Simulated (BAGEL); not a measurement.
**CH6BFP− (SMILES C[BH-](F)P): HF/6-31G(d) (density fitting with qzvpp-jkfit, spherical functions)**

What is the vertical singlet–triplet gap of CH6BFP− at HF/6-31G* (density fitting with qzvpp-jkfit, spherical functions)? 

The results are computed with BAGEL 1.2.2.

## Step 1: The molecule

CH6BFP−: 10 atoms, total charge -1, spin state singlet. SMILES: `C[BH-](F)P`. The shape is that of a GFN2-xTB optimisation. This is one conformer, not always the lowest.

Bond lengths: C1–B2 1.635 Å, B2–F3 1.426 Å, B2–P4 2.047 Å, C1–H5 1.093 Å, C1–H6 1.092 Å, C1–H7 1.091 Å, B2–H8 1.213 Å, P4–H9 1.385 Å, P4–H10 1.385 Å. Some angles: C1–B2–F3 110.7°, C1–B2–P4 108.9°, F3–B2–P4 107.2°, C1–B2–H8 113.5°, F3–B2–H8 108.7°, P4–B2–H8 107.6°, B2–C1–H5 111.2°, B2–C1–H6 111.4°, B2–C1–H7 111.8°, B2–P4–H9 95.9°.

## Step 2: The energy at HF/6-31G(d) (density fitting with qzvpp-jkfit, spherical functions)

File job.json:

```json
{ "bagel": [

{
  "title": "molecule",
  "basis": "6-31gs.json",
  "df_basis": "qzvpp-jkfit",
  "angstrom": true,
  "geometry": [
    { "atom": "C", "xyz": [   -0.321450,    1.296220,    0.205250 ] },
    { "atom": "B", "xyz": [   -0.129230,   -0.297960,    0.514880 ] },
    { "atom": "F", "xyz": [    0.467240,   -0.493980,    1.794900 ] },
    { "atom": "P", "xyz": [    1.145940,   -1.093890,   -0.874400 ] },
    { "atom": "H", "xyz": [   -0.999480,    1.759860,    0.925650 ] },
    { "atom": "H", "xyz": [   -0.738230,    1.461120,   -0.790340 ] },
    { "atom": "H", "xyz": [    0.625120,    1.835740,    0.256900 ] },
    { "atom": "H", "xyz": [   -1.164760,   -0.928070,    0.466700 ] },
    { "atom": "H", "xyz": [    0.229400,   -1.115690,   -1.912820 ] },
    { "atom": "H", "xyz": [    0.885460,   -2.423360,   -0.586720 ] }
  ]
},
{ "title": "hf", "charge": -1 },
{ "title": "print", "file": "orbitals.molden", "orbitals": true }

]}
```

The basis set 6-31G* is read from a file made from the Basis Set Exchange's data (not shown).

Started as:

```
$ BAGEL_NUM_THREADS=1 BAGEL job.json > job.out
```

Log:

```text
* using 1 threads per process

  ===============================================================
  ===============================================================

  *** Geometry ***

  { "atom" : "C", "xyz" : [     -0.607452,      2.449501,      0.387866 ] },
  { "atom" : "B", "xyz" : [     -0.244209,     -0.563063,      0.972982 ] },
  { "atom" : "F", "xyz" : [      0.882956,     -0.933487,      3.391869 ] },
  { "atom" : "P", "xyz" : [      2.165513,     -2.067153,     -1.652377 ] },
  { "atom" : "H", "xyz" : [     -1.888743,      3.325653,      1.749225 ] },
  { "atom" : "H", "xyz" : [     -1.395053,      2.761117,     -1.493526 ] },
  { "atom" : "H", "xyz" : [      1.181306,      3.469046,      0.485471 ] },
  { "atom" : "H", "xyz" : [     -2.201077,     -1.753798,      0.881935 ] },
  { "atom" : "H", "xyz" : [      0.433503,     -2.108349,     -3.614706 ] },
  { "atom" : "H", "xyz" : [      1.673277,     -4.579487,     -1.108740 ] },

  Number of auxiliary basis functions:      463

  Since a DF basis is specified, we compute 2- and 3-index integrals:
    o Being stored without compression. Storage requirement is 0.019 GB

  Number of basis functions:       72
  Number of electrons      :       41

    * METHOD: MOLECULE                             0.16

  *** RHF ***

  === Nuclear Repulsion ===
   151.9589344684

      * DIIS with orbital gradients will be used.

  === RHF iteration (6-31gs.json) ===
      0       -506.05136128          0.02034528           0.04
      1       -506.20897002          0.01006027           0.04
      2       -506.25092534          0.00184544           0.04
      3       -506.25281072          0.00057829           0.04
      4       -506.25297287          0.00009300           0.04
      5       -506.25298219          0.00002109           0.04
      6       -506.25298270          0.00000714           0.03
      7       -506.25298275          0.00000159           0.03
      8       -506.25298276          0.00000042           0.03
      9       -506.25298276          0.00000014           0.03
     10       -506.25298276          0.00000005           0.03
     11       -506.25298276          0.00000001           0.03
     12       -506.25298276          0.00000001           0.03
    * SCF iteration converged.

    * Permanent dipole moment:
           (    0.101747,    -0.273630,     0.232439) a.u.

    * METHOD: HF                                   0.61

    * METHOD: PRINT                                0.01

  ===============================================================
```

Run time: 0.94 s. Hardware: 1 thread of Intel Xeon 6975P-C (Granite Rapids), shared host; peak memory 0.1 GiB.

## Step 3: The triplet, same level

File input.json:

```json
{ "bagel": [

{
  "title": "molecule",
  "basis": "6-31gs.json",
  "df_basis": "qzvpp-jkfit",
  "angstrom": true,
  "geometry": [
    { "atom": "C", "xyz": [   -0.321450,    1.296220,    0.205250 ] },
    { "atom": "B", "xyz": [   -0.129230,   -0.297960,    0.514880 ] },
    { "atom": "F", "xyz": [    0.467240,   -0.493980,    1.794900 ] },
    { "atom": "P", "xyz": [    1.145940,   -1.093890,   -0.874400 ] },
    { "atom": "H", "xyz": [   -0.999480,    1.759860,    0.925650 ] },
    { "atom": "H", "xyz": [   -0.738230,    1.461120,   -0.790340 ] },
    { "atom": "H", "xyz": [    0.625120,    1.835740,    0.256900 ] },
    { "atom": "H", "xyz": [   -1.164760,   -0.928070,    0.466700 ] },
    { "atom": "H", "xyz": [    0.229400,   -1.115690,   -1.912820 ] },
    { "atom": "H", "xyz": [    0.885460,   -2.423360,   -0.586720 ] }
  ]
},
{ "title": "uhf", "charge": -1, "nopen": 2 },
{ "title": "print", "file": "orbitals.molden", "orbitals": true }

]}
```

The basis set 6-31G* is read from a file made from the Basis Set Exchange's data (not shown).

Started as:

```
$ BAGEL_NUM_THREADS=1 BAGEL input.json > input.out
```

Log:

```text
* using 1 threads per process

  ===============================================================
  ===============================================================

  *** Geometry ***

  { "atom" : "C", "xyz" : [     -0.607452,      2.449501,      0.387866 ] },
  { "atom" : "B", "xyz" : [     -0.244209,     -0.563063,      0.972982 ] },
  { "atom" : "F", "xyz" : [      0.882956,     -0.933487,      3.391869 ] },
  { "atom" : "P", "xyz" : [      2.165513,     -2.067153,     -1.652377 ] },
  { "atom" : "H", "xyz" : [     -1.888743,      3.325653,      1.749225 ] },
  { "atom" : "H", "xyz" : [     -1.395053,      2.761117,     -1.493526 ] },
  { "atom" : "H", "xyz" : [      1.181306,      3.469046,      0.485471 ] },
  { "atom" : "H", "xyz" : [     -2.201077,     -1.753798,      0.881935 ] },
  { "atom" : "H", "xyz" : [      0.433503,     -2.108349,     -3.614706 ] },
  { "atom" : "H", "xyz" : [      1.673277,     -4.579487,     -1.108740 ] },

  Number of auxiliary basis functions:      463

  Since a DF basis is specified, we compute 2- and 3-index integrals:
    o Being stored without compression. Storage requirement is 0.019 GB

  Number of basis functions:       72
  Number of electrons      :       41

    * METHOD: MOLECULE                             0.16

  *** Open-shell HF ***

  === Nuclear Repulsion ===
   151.9589344684

      * DIIS with orbital gradients will be used.

  === UHF iteration (6-31gs.json) ===
      0       -505.82522561          0.03995037           0.08
      1       -505.99818666          0.02201917           0.07
      2       -506.04234763          0.01230316           0.06
      3       -506.05962105          0.00178485           0.06
      4       -506.06195712          0.00100072           0.06
      5       -506.06284467          0.00062763           0.10
      6       -506.06357525          0.00037642           0.10
      7       -506.06386339          0.00026408           0.10
      8       -506.06410737          0.00012729           0.08
      9       -506.06417267          0.00003582           0.07
     10       -506.06417780          0.00001846           0.07
     11       -506.06417945          0.00001084           0.07
     12       -506.06418004          0.00000674           0.07
     13       -506.06418029          0.00000489           0.07
     14       -506.06418041          0.00000414           0.06
     15       -506.06418052          0.00000353           0.06
     16       -506.06418066          0.00000282           0.07
     17       -506.06418076          0.00000225           0.07
     18       -506.06418084          0.00000168           0.07
     19       -506.06418088          0.00000125           0.06
     20       -506.06418089          0.00000095           0.06
     21       -506.06418090          0.00000058           0.06
     22       -506.06418090          0.00000030           0.06
     23       -506.06418090          0.00000019           0.06
     24       -506.06418090          0.00000014           0.11
     25       -506.06418090          0.00000012           0.10
     26       -506.06418090          0.00000011           0.10
     27       -506.06418090          0.00000009           0.07
     28       -506.06418090          0.00000008           0.07
     29       -506.06418090          0.00000006           0.07
     30       -506.06418090          0.00000005           0.07
     31       -506.06418090          0.00000004           0.07
     32       -506.06418090          0.00000003           0.07
     33       -506.06418090          0.00000002           0.07
     34       -506.06418090          0.00000001           0.07
     35       -506.06418090          0.00000001           0.07
     36       -506.06418090          0.00000001           0.07
    * SCF iteration converged.

    * S^2 (UHF) is 2.0083

    * Permanent dipole moment:
           (    0.010997,    -0.409411,     0.179812) a.u.

    * METHOD: UHF                                  2.83

    * METHOD: PRINT                                0.01

  ===============================================================
```

It took 3.3 s on 1 thread of Intel Xeon 6975P-C (Granite Rapids), shared host; peak memory 0.1 GiB.

## Step 4: Summary of results

Level: HF/6-31G* (density fitting with qzvpp-jkfit, spherical functions).

```
                                                      quantity          value
                                         singlet: total energy  -506.25298 Eh
                                          singlet: HOMO energy       -3.46 eV
                                          singlet: LUMO energy        9.97 eV
singlet: HOMO–LUMO gap (to an unbound level, set by the basis)       13.42 eV
                                         triplet: total energy  -506.06418 Eh
                                                 triplet: ⟨S²⟩          2.008
              vertical energy of the triplet above the singlet       5.138 eV
```

What this shows: At this shape the triplet lies 5.14 eV (118 kcal/mol) above the singlet. For an anion a state so high probably lies above electron detachment.
